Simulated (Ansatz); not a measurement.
# ClH3Si: the cost of one run

Computed with Ansatz 0.2.0, Gaussian basis. Level: PBE0-D4/def2-TZVP structures, single points in def2-TZVPP, no counterpoise correction.

Levels: SPW92, PBE-D4, BLYP-D4, r2SCAN-D4, B97M-V, PBE0-D4, B3LYP-D4, r2SCAN0-D4, BHLYP-D4, CAM-B3LYP-D4, wB97X-V, wB97M-V, B2PLYP, PBE-QIDH, RPA on PBE, Hartree-Fock, MP2, CCSD, CCSD(T).

Cores are frozen in the correlated methods. B3LYP uses VWN-RPA correlation. B2PLYP carries no dispersion term here.

56 further runs of the same task are left out: 56 set aside as unsound or not needed. Runs told in other sessions of the task aren't counted.

### 1 The system as given

The complex: 11 atoms, charge 0, spin multiplicity 1.

Atoms are counted from 1 here; the program's logs count them from 0.

Bond lengths: Si1–H4 1.480 Å, Si1–H5 1.479 Å, Si1–H6 1.479 Å, Si1–Cl7 2.063 Å, C2–C3 1.325 Å, C2–H8 1.085 Å, C2–H9 1.085 Å, C3–H10 1.085 Å, C3–H11 1.085 Å. Angles: H4–Si1–H5 111.2°, H4–Si1–H6 111.2°, H4–Si1–Cl7 107.6°, H5–Si1–H6 111.5°, H5–Si1–Cl7 107.6°, H6–Si1–Cl7 107.6°, C3–C2–H8 121.6°, C3–C2–H9 121.6°, H8–C2–H9 116.7°, C2–C3–H10 121.7°, C2–C3–H11 121.7°, H10–C3–H11 116.7°.

Coordinates:

```xyz
11

Si   -1.1400    1.3297    0.0957
C     1.5078   -0.7856   -0.2846
C     0.5476   -1.6081    0.1114
H    -1.8519    0.0942    0.4904
H    -0.6667    1.2507   -1.3033
H    -0.0301    1.6283    1.0266
Cl   -2.4856    2.8898    0.2106
H     2.1627   -0.2920    0.4251
H     1.6820   -0.5779   -1.3347
H     0.3776   -1.8217    1.1611
H    -0.1032   -2.1075   -0.5984
```

Its parts: SiH₃Cl holds atoms 1, 4, 5, 6, 7; C₂H₄ holds atoms 2, 3, 8, 9, 10, 11. Each part counts its atoms afresh in its own runs.

### 2 Relaxing SiH₃Cl alone

Input file relax-a/in.yaml:

```yaml
crystal:
  periodic: [false, false, false]
  atoms:
    - {symbol: Si, position_ang: [-1.140010, 1.329750, 0.095713]}
    - {symbol: H, position_ang: [-1.851867, 0.094224, 0.490419]}
    - {symbol: H, position_ang: [-0.666722, 1.250733, -1.303285]}
    - {symbol: H, position_ang: [-0.030140, 1.628310, 1.026595]}
    - {symbol: Cl, position_ang: [-2.485587, 2.889788, 0.210583]}
basis:
  gaussian: {orbitals: def2-TZVP}
hamiltonian: {xc: pbe0, dispersion: d4}
relax: {f_tol: 0.005, max_steps: 200}
```

On the command line:

```console
ansatz run in.yaml --threads 4 --pin off --events-out ev --progress --plain --max-ram 9574MiB
```

**Question.** How long does this run take on 4 threads of Arm Neoverse V2, shared host?

About 2.2 s.
